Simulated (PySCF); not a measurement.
# The bond of TlGa, level by level

An exercise on one series of results from a longer session: the logs are not shown, and one member is left open.

Program: PySCF 2.14.0. Level of theory: Tl cc-pVDZ-PP with ECP60, Ga cc-pVDZ-PP with ECP10, scalar-relativistic core potentials. These are calculated values, not measurements.

Set-up of the first run:

A driver script around PySCF takes these settings:

```json
{
  "atoms": "Tl, Ga",
  "charge": "0",
  "basis": "Tl cc-pVDZ-PP with ECP60, Ga cc-pVDZ-PP with ECP10",
  "Hamiltonian": "scalar-relativistic core potentials",
  "basis functions": "46",
  "electrons treated": "42",
  "masses in u": "204.9744, 68.9256",
  "levels": "PBE0, PBE, r²SCAN, B2PLYP, B3LYP, BLYP, CAM-B3LYP, HF, MP2, SCS-MP2, CCSD, CCSD(T)",
  "grid": "80 radial by 434 angular points",
  "occupations": "held fixed by the projection of orbital angular momentum",
  "dissociation limit": "Tl + Ga, each in its ground configuration",
  "starting distance in angstrom": "2.635",
  "values of 2S to try": "0, 2"
}
```

Launch:

```console
OMP_NUM_THREADS=1 python dia.py task.json out
```

Among the steps run: Input; PBE0 along the bond; Other states along the same grid; PBE (GGA); r²SCAN (meta-GGA); B2PLYP; B3LYP (global hybrid GGA); BLYP (GGA); CAM-B3LYP (range-separated hybrid); UHF (mean field); MP2 and coupled cluster.

One of the session's tables, all rows but one given; the rest of the session is left out.

Energy (eV) from each level's lowest point:

| R (Å) | UHF | UHF-MP2 | UHF-SCS-MP2 | UHF-CCSD | UHF-CCSD(T) |
| --- | --- | --- | --- | --- | --- |
| 2.524 | 0.478 | 0.379 | 0.392 | n/a | n/a |
| 2.642 | 0.226 | 0.157 | 0.165 | 0.193 | 0.190 |
| 2.759 | ? | ? | ? | ? | ? |
| 2.847 | 0.024 | 0.005 | 0.007 | 0.015 | 0.015 |
| 2.935 | 0.000 | 0.000 | 0.000 | 0.000 | 0.000 |
| 3.023 | 0.001 | 0.019 | 0.018 | 0.009 | 0.009 |
| 3.140 | 0.032 | 0.072 | 0.069 | 0.047 | 0.047 |
| 3.287 | 0.101 | 0.176 | 0.168 | 0.126 | 0.124 |
| 3.463 | 0.196 | 0.361 | 0.322 | 0.252 | 0.246 |
| 3.698 | 0.295 | 0.567 | 0.490 | n/a | n/a |

**Question.** Estimate the row for R (Å) = 2.759.

Worked estimate for «UHF». A straight line through the neighbours (2.642, 0.226) and (2.847, 0.024) gives 0.226 + (0.024 − 0.226) × (2.759 − 2.642) / (2.847 − 2.642) = 0.111; a parabola fitted to 4 rows on both sides gives 0.077.

The run gave: UHF: 0.081; UHF-MP2: 0.042; UHF-SCS-MP2: 0.046; UHF-CCSD: 0.063; UHF-CCSD(T): 0.061. In «UHF» the line misses by +0.030 and the parabola by -0.004.
